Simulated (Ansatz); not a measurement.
# W: the cost of one run

All numbers are computed with the Python package of Ansatz 0.2.0. Level of theory: DFT PBEsol, plane waves, PAW.

This is W in the fcc structure; at room conditions it is bcc.

### 1 The structure

W Fm-3m: Symmetry: Fm-3m, No. 225, cubic system. Conventional cell: a = 4.060 Å, b = 4.060 Å, c = 4.060 Å, α = 90.00°, β = 90.00°, γ = 90.00°. W (site symmetry m-3m) is surrounded by 12 W at 2.87 Å.

Os Fm-3m: It takes space group Fm-3m (No. 225, cubic). The conventional cell has a = 3.890 Å, b = 3.890 Å, c = 3.890 Å, α = 90.00°, β = 90.00°, γ = 90.00°. Os (site symmetry m-3m) has 12 Os at 2.75 Å as nearest neighbours.

Ir Fm-3m: Symmetry: Fm-3m, No. 225, cubic system. Conventional cell: a = 3.831 Å, b = 3.831 Å, c = 3.831 Å, α = 90.00°, β = 90.00°, γ = 90.00°. Ir (site symmetry m-3m) is surrounded by 12 Ir at 2.71 Å.

Au Fm-3m: The structure is cubic, space group Fm-3m (No. 225). The conventional cell has a = 4.070 Å, b = 4.070 Å, c = 4.070 Å, α = 90.00°, β = 90.00°, γ = 90.00°. Au (site symmetry m-3m) is surrounded by 12 Au at 2.88 Å.

No structure file is read: the coordinates are typed or built in the script.

### 2 The code

The input, trend_w.py:

```python
"""Trends along isostructural compounds in space group Fm-3m, after relaxing atoms and volume at fixed cell shape."""

import ansatz as az
import matplotlib.pyplot as plt
import numpy as np

FUNCTIONAL = "PBEsol"
CUTOFF = 500
K_SPACING = 0.15
OCCUPATIONS = "fermi_dirac"
SMEARING_WIDTH = 0.05


def run_phase(name, crystal, relax=True):
    calc = (
        crystal.calculation()
        .functional(FUNCTIONAL)
        .basis(CUTOFF)
        .kpoints(spacing=K_SPACING)
        .occupations(OCCUPATIONS, width=SMEARING_WIDTH)
        .stress()
        .band_table()
    )
    if relax:
        calc = calc.relax(force_tolerance=0.02, max_steps=60, fix_cell=["shape"])
    return calc.run(threads=1, backend="cpu")

def bulk_modulus(name, outcome, step=0.02):
    # B = -V dP/dV from the pressures of two uniformly scaled cells, atoms held at their fractions
    pressure = []
    for factor in (1 - step, 1.0, 1 + step):
        cell = az.Crystal(lattice=az.Lattice.of(outcome.lattice.cell_ang * factor ** (1 / 3)))
        for site in outcome.report["lattice"]["sites"]:
            cell = cell.atom(site["symbol"], site["position_frac"])
        pressure.append(np.trace(run_phase(name, cell, relax=False).report["stress_gpa"]) / 3)
    slope, bend = (pressure[0] - pressure[2]) / (2 * step), abs(pressure[0] + pressure[2] - 2 * pressure[1])
    # a jump of mesh or basis between the cells shows as a kink: no modulus then
    return float(slope) if bend < 12 * step**2 * abs(slope) + 0.15 and abs(pressure[1]) < 1.5 else float("nan")


def volume_per_atom(outcome):
    return abs(np.linalg.det(outcome.lattice.cell_ang)) / len(outcome.lattice.sites)

phases = {}
w = (
    az.Lattice.fcc(4.06)
    .space_group(225)
    .atom("W", [0.0, 0.0, 0.0])
    .primitive()
)
phases["W"] = w
os_cell = (
    az.Lattice.fcc(3.89)
    .space_group(225)
    .atom("Os", [0.0, 0.0, 0.0])
    .primitive()
)
phases["Os"] = os_cell
ir = (
    az.Lattice.fcc(3.8312)
    .space_group(225)
    .atom("Ir", [0.0, 0.0, 0.0])
    .primitive()
)
phases["Ir"] = ir
au = (
    az.Lattice.fcc(4.07)
    .space_group(225)
    .atom("Au", [0.0, 0.0, 0.0])
    .primitive()
)
phases["Au"] = au

done = {}
for name, crystal in phases.items():
    done[name] = run_phase(name, crystal)
    print(f"{name}: {done[name].report['energy_sigma0_ev']:.4f} eV, {len(done[name].lattice.sites)} atoms")

rows = [(name, volume_per_atom(o), bulk_modulus(name, o)) for name, o in done.items()]
print("| compound | V (A^3/atom) | B (GPa) |")
print("| --- | --- | --- |")
for row in rows:
    print(f"| {row[0]} | {row[1]:.3f} | {row[2]:.0f} |")
plt.figure(figsize=(4.5, 3))
plt.bar([row[0] for row in rows], [row[2] for row in rows])
plt.ylabel("B (GPa)")
plt.tight_layout()
plt.savefig("trend.png", dpi=100)
```

### 3 The input behind the calls

The package turns the script's settings into the engine's input (first run):

```yaml
crystal:
  lattice:
    bravais: fcc
    a: 4.06
  space_group: 225
  atoms:
    - { symbol: W, position: [0.0, 0.0, 0.0] }
  reduce_to_primitive: true
basis:
  ecutwfc: 500.0
kpoints:
  mp_grid:
    kspacing: 0.15
hamiltonian:
  xc: pbesol
scf:
  occupations:
    method: fermi_dirac
    width: 0.05
relax:
  f_tol: 0.02
  max_steps: 60
  cell:
    fix: [shape]
output:
  stress: true
  eigenvalues: true
```

### 4 Launch

Command:

```console
$ python trend_w.py
```

What time and memory should one allow on 1 thread of Arm Neoverse N1, shared host?

About 2.7 min, with a peak of 0.49 GiB.
